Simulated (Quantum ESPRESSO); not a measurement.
# WAu in Quantum ESPRESSO: the effect of functional

The system is WAu.

```xyz
2
Lattice="0.0000 2.7480 2.7480 2.7480 0.0000 2.7480 2.7480 2.7480 0.0000" Properties=species:S:1:pos:R:3 pbc="T T T"
W     0.0000    0.0000    0.0000
Au    4.1220    4.1220    4.1220
```

The cell was built by a generator and needn't be a form met in nature.

Alike in all runs:

* Program: Quantum ESPRESSO 7.5
* Task: phonons
* k mesh: 8 × 8 × 8
* Occupations: cold, width 0.2 eV
* Spin: no spin polarisation

Each run relaxes the cell or the atoms first.

Question: One run gave: relaxed volume 23.08 Å³/atom; highest phonon frequency 202 cm⁻¹. Which functional did it use?
A. PBEsol
B. vdW-DF-cx
C. RPBE
D. revPBE
E. LDA

Answer: E.

```tsv
functional	potentials or basis	cutoff	relaxed volume (Å³/atom)	highest phonon frequency (cm⁻¹)
LDA	PseudoDojo 0.4.1 SR LDA standard	952 eV	23.08	202
PBE	PseudoDojo 0.4.1 SR PBE standard	1034 eV	24.57	186
PBEsol	PseudoDojo 0.4.1 SR PBEsol standard	1034 eV	23.68	196
revPBE	PseudoDojo 0.4.1 SR PBE standard	1034 eV	24.87	183
BLYP	PseudoDojo 0.4.1 SR PBE standard	1034 eV	25.72	176
RPBE	PseudoDojo 0.4.1 SR PBE standard	1034 eV	24.99	181
vdW-DF-cx	PseudoDojo 0.4.1 SR PBE standard	1034 eV	23.82	195
```

Caveats: the volume moved by over 15 % at a fixed basis, so the end points are rough (some runs); the potentials were made for another functional, which shifts forces and pressure (some runs).
